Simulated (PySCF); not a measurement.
# F4Ta (Ta(F)4): the cost of one run

Method: PBE0, Ta def2-SVP with ECP60, F def2-SVP; scalar-relativistic core potentials, no spin–orbit coupling; program: PySCF 2.14.0.

1 further run of the same task is left out (for a known fault of the program).

### Step 1. Where the work starts

5 atoms, charge 0, spin multiplicity 2.

Bond lengths: Ta1–F2 1.870 Å, Ta1–F3 1.870 Å, Ta1–F4 1.870 Å, Ta1–F5 1.870 Å. Angles: F2–Ta1–F3 96.9°, F2–Ta1–F4 139.6°, F2–Ta1–F5 96.9°, F3–Ta1–F4 96.9°, F3–Ta1–F5 139.6°, F4–Ta1–F5 96.9°.

Coordinates:

```
Ta    0.0000    0.0000    0.0000
F     1.7548    0.0000   -0.6464
F     0.0000    1.7548    0.6464
F    -1.7548    0.0000   -0.6464
F     0.0000   -1.7548    0.6464
```

Formal oxidation states: Ta +4. An earlier session relaxed this geometry at PBE0, Ta def2-SVP with ECP60, F def2-SVP (doublet, point group D2d).

Its energy there is -455.932516 Eh.

### Step 2. Multiplicity 4 at the relaxed geometry

run.py (the lines that set the calculation)

```python
mol = gto.M(atom='''
Ta     0.00000     0.00000     0.00000
F      1.75483     0.00000    -0.64641
F      0.00000     1.75483     0.64641
F     -1.75483     0.00000    -0.64641
F      0.00000    -1.75483     0.64641''',
    basis={'Ta': 'def2-SVP', 'F': 'def2-SVP'},
    ecp={'Ta': 'def2-SVP'},
    charge=0, spin=3)
mf = dft.UKS(mol, xc='PBE0')
mf.grids.atom_grid = (50, 194)
mf = mf.density_fit()  # fitting sets: Ta def2-universal-JKFIT, F def2-universal-JKFIT
mf.conv_tol = 1e-08; mf.max_cycle = 55
mf.kernel(dm0)  # dm0: free metal ions and neutral atoms
```

Launch:

```sh
$ OMP_NUM_THREADS=2 python run.py
```

**Question.** How long does this run take on 2 threads of Arm Neoverse V2, shared host?

About 4.6 s.
